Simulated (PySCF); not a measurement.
# C3H9Tl: the cost of one run

Programs: PySCF 2.14.0, with routines of our own; each step states its level. All values are computed. Atoms count from 0.

## 1. The starting structure

13 atoms, charge 0, multiplicity 1; geometry from: GFN2-xTB.

## 2. Optimising the geometry at PBE0-D3(BJ)/def2-SVP

What the job is given:

```
{"job": {"xc": "PBE0", "basis": "def2-SVP", "d3": "d3bj", "grid": 1, "maxiter": 30, "shake": 0.01, "kind": "geom"}, "charge": 0, "multiplicity": 1}
C     -0.461970     2.254070    -0.149210
Tl    -0.004720    -0.004530     0.023840
C      2.201800    -0.718640     0.144690
C     -1.707060    -1.556830     0.009150
H     -0.407830     2.571230    -1.206290
H      0.217760     2.873920     0.422110
H     -1.478050     2.492950     0.192130
H      2.430050    -1.146130     1.125000
H      2.906960     0.113940     0.018280
H      2.406930    -1.477520    -0.590520
H     -2.652640    -1.131380     0.439880
H     -1.937540    -1.850770    -1.007810
H     -1.507850    -2.437200     0.568420
```

On the command line:

```sh
$ OMP_NUM_THREADS=1 python heavy_run.py task.json out
```

The driver reads the jobs from task.json and runs them one after another.

**Question.** How long does this first job take on 1 thread of Arm Neoverse V2, shared host, and how much memory does it need?

About 26 s, with a peak of 0.49 GiB.
